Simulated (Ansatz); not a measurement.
# In: the cost of one run

Program: Ansatz 0.2.0. Level of theory: DFT LDA, scalar-relativistic, plane waves, PAW. These are calculated values, not measurements.

17 further runs of the same task are left out: 17 set aside as unsound or not needed.

### Step 1. Starting point

The structure is tetragonal, space group I4/mmm (No. 139). Conventional cell: a = 3.151 Å, b = 3.151 Å, c = 4.948 Å, α = 90.00°, β = 90.00°, γ = 90.00°. Around In (site symmetry 4/mmm) lie 12 In at 3.15 to 3.33 Å.

Structure file:

```
CELL_PARAMETERS angstrom
-1.57526 1.57526 2.47379
1.57526 -1.57526 2.47379
1.57526 1.57526 -2.47379
ATOMIC_POSITIONS crystal
In 0.00000 0.00000 0.00000
```

This cell was relaxed beforehand with the same method: volume 24.55 Å³/atom, gap on the mesh none (metal).

### Step 2. What is varied

The energy is mapped over volume and the cell's shape.

- volume per atom: 7 values from 21.61 to 27.50 Å³
- c/a of the conventional cell: 7 values from 1.392 to 1.772

Nothing else is relaxed (symmetry fixes all fractional coordinates). Energies count from the relaxed crystal. Points are written as (first, second).

### Step 3. Grid point (21.61 Å³, 1.635)

File input.yaml:

```yaml
crystal:
  lattice:
    - [-1.4894639065, 1.4894639065, 2.4349755943]
    - [1.4894639065, -1.4894639065, 2.4349755943]
    - [1.4894639065, 1.4894639065, -2.4349755943]
  atoms:
    - { symbol: In, position: [0.0, 0.0, 0.0] }
basis:
  ecutwfc: 420
kpoints:
  mp_grid: { grid: [22, 22, 22] }
hamiltonian:
  xc: lda
  pseudopotentials: { kind: paw }
scf:
  occupations: { method: gaussian, width: 0.15 }
output:
  forces: true
  stress: true
  eigenvalues: true
  write_density: true
  write_potential: true
  elf: true
  volumetric_format: npy
```

Started as:

```
$ ansatz run input.yaml --threads 1 --pin off --max-ram 2048MiB --backend cpu --events-out ev --progress --plain --runs-dir out
```

Q: Estimate wall time and peak memory on 1 thread of Arm Neoverse N1, shared host.

About 28 s, with a peak of 0.44 GiB.
